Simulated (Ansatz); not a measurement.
# Hf5O9: the cost of one run

Program: Ansatz 0.2.0. Level of theory: DFT PBE, scalar-relativistic, plane waves, PAW. These are calculated values, not measurements.

3 further runs of the same task are left out: 3 set aside as unsound or not needed.

**1. The starting structure**

Symmetry: Fm-3m, No. 225, cubic system. The conventional cell has a = 5.098 Å, b = 5.098 Å, c = 5.098 Å, α = 90.00°, β = 90.00°, γ = 90.00°. Hf (site symmetry m-3m) has 8 O at 2.21 Å as nearest neighbours. O (site symmetry -43m) has 4 Hf at 2.21 Å as nearest neighbours.

Coordinates:

```cif
data_structure
_symmetry_space_group_name_H-M 'Fm-3m'
_symmetry_Int_Tables_number 225
_cell_length_a 5.0981
_cell_length_b 5.0981
_cell_length_c 5.0981
_cell_angle_alpha 90.000
_cell_angle_beta 90.000
_cell_angle_gamma 90.000
_cell_volume 132.51
loop_
_atom_site_label
_atom_site_type_symbol
_atom_site_symmetry_multiplicity
_atom_site_Wyckoff_symbol
_atom_site_fract_x
_atom_site_fract_y
_atom_site_fract_z
_atom_site_occupancy
Hf1 Hf 4 a 0.00000 0.00000 0.00000 1
O1 O 8 c 0.25000 0.75000 0.75000 1
```

This cell was relaxed beforehand with the same method: volume 11.04 Å³/atom, gap on the mesh 3.75 eV.

**2. The scan**

Atoms count from 1 in the order of the input.

An atom moved over a plane that holds its own site and a neighbouring vacancy.

First coordinate, path of O13 from its site (0) to the vacancy (1), 2.549 Å: 9 values from −0.167 to 1.167. Second coordinate, shift of O13 across the path, along [1 0 0]: 7 values from −0.500 Å.

Nothing else is relaxed (all other atoms held at the sites of the perfect crystal). Points are written as (first, second).

**3. Grid point (0.000, −0.500 Å)**

input.yaml

```yaml
crystal:
  lattice:
    - [-5.0981362878, 0.0, 0.0]
    - [-2.5490681439, 5.0981362878, -2.5490681439]
    - [-2.5490681439, -2.5490681439, -5.0981362878]
  atoms:
    - { symbol: Hf, position: [0.8, 0.8, 0.6] }
    - { symbol: Hf, position: [0.6, 0.6, 0.2] }
    - { symbol: Hf, position: [0.4, 0.4, 0.8] }
    - { symbol: Hf, position: [0.2, 0.2, 0.4] }
    - { symbol: Hf, position: [1.0, 0.0, 1.0] }
    - { symbol: O, position: [0.05, 0.3, 0.1] }
    - { symbol: O, position: [0.85, 0.1, 0.7] }
    - { symbol: O, position: [0.65, 0.9, 0.3] }
    - { symbol: O, position: [0.45, 0.7, 0.9] }
    - { symbol: O, position: [0.95, 0.7, 0.9] }
    - { symbol: O, position: [0.75, 0.5, 0.5] }
    - { symbol: O, position: [0.55, 0.3, 0.1] }
    - { symbol: O, position: [0.4480750556, 0.1, 0.7] }
    - { symbol: O, position: [0.15, 0.9, 0.3] }
total_charge: 2
basis:
  ecutwfc: 420
kpoints:
  mp_grid: { grid: [4, 4, 4] }
hamiltonian:
  xc: pbe
  pseudopotentials: { kind: paw, azcp: { folder: soft_1 } }
scf:
  occupations: { method: gaussian, width: 0.05 }
output:
  forces: true
  stress: true
  eigenvalues: true
  write_density: true
  write_potential: true
  elf: true
  volumetric_format: npy
```

Started as:

```
$ ansatz run input.yaml --threads 4 --pin off --max-ram 8192MiB --backend cpu --events-out ev --progress --plain --runs-dir out
```

Q: Estimate wall time and peak memory on 4 threads of Arm Neoverse V1, shared host.

About 38 s, with a peak of 0.91 GiB.
